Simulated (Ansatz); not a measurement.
# CH7NOSn: the cost of one run

Program: Ansatz 0.2.0. Level of theory: RKS PBE0/def2-SVP. These are calculated values, not measurements.

### Step 1. The system as given

Bond lengths: Sn1–N2 2.454 Å, Sn1–O3 2.116 Å, O3–C4 1.269 Å, Sn1–H7 1.874 Å, N2–H8 1.009 Å, N2–H9 1.009 Å, C4–H10 1.093 Å, C4–H11 1.104 Å. Angles: Sn1–N2–H8 129.9°, Sn1–N2–H9 117.7°, H8–N2–H9 109.2°, N2–Sn1–O3 87.4°, N2–Sn1–H7 81.5°, O3–Sn1–H7 94.1°, Sn1–O3–C4 92.9°, O3–C4–H10 118.6°, O3–C4–H11 114.0°, H10–C4–H11 111.1°.

Coordinates:

```xyz
11

Sn   -1.0959    0.3587   -1.1648
N    -0.6254   -0.1423    1.1914
O     0.5414   -0.8878   -1.6570
C     1.2204   -0.4975   -0.6586
H     0.5331   -0.2936    0.5423
H    -2.8413    0.8925   -0.1321
H    -0.0218    1.8440   -0.7739
H    -0.8333   -0.9686    1.7319
H    -0.4851    0.6366    1.8171
H     1.8737    0.3701   -0.7774
H     1.7342   -1.3121   -0.1189
```

### Step 2. A restrained relaxation towards end A

Springs on the bonds that form and break draw the guess towards this end; the thresholds are loose.

Contents of input.yaml:

```yaml
crystal:
  periodic: [false, false, false]
  atoms:
    - { symbol: Sn, position_ang: [-1.0959, 0.3587, -1.1648] }
    - { symbol: "N", position_ang: [-0.6254, -0.1423, 1.1914] }
    - { symbol: O, position_ang: [0.5414, -0.8878, -1.657] }
    - { symbol: C, position_ang: [1.2204, -0.4975, -0.6586] }
    - { symbol: H, position_ang: [0.5331, -0.2936, 0.5423] }
    - { symbol: H, position_ang: [-2.8413, 0.8925, -0.1321] }
    - { symbol: H, position_ang: [-0.0218, 1.844, -0.7739] }
    - { symbol: H, position_ang: [-0.8333, -0.9686, 1.7319] }
    - { symbol: H, position_ang: [-0.4851, 0.6366, 1.8171] }
    - { symbol: H, position_ang: [1.8737, 0.3701, -0.7774] }
    - { symbol: H, position_ang: [1.7342, -1.3121, -0.1189] }
basis:
  gaussian: { orbitals: def2-SVP }
hamiltonian:
  xc: pbe0
relax:
  f_tol: 0.15
  max_steps: 25
  restrain:
    - { distance: [4, 1], at: 2.32, k: 30.0 }
    - { distance: [0, 3], at: 3.45, k: 30.0 }
    - { distance: [0, 1], at: 2.1, k: 30.0 }
    - { distance: [4, 3], at: 1.07, k: 30.0 }
output:
  orbitals: {}
```

Launch:

```sh
ansatz run input.yaml --threads 2 --pin off --max-ram 3072MiB --backend cpu --events-out ev --progress --plain --runs-dir out
```

What time and memory should one allow on 2 threads of Intel Xeon 6975P-C (Granite Rapids), shared host?

About 26 s, with a peak of 0.26 GiB.
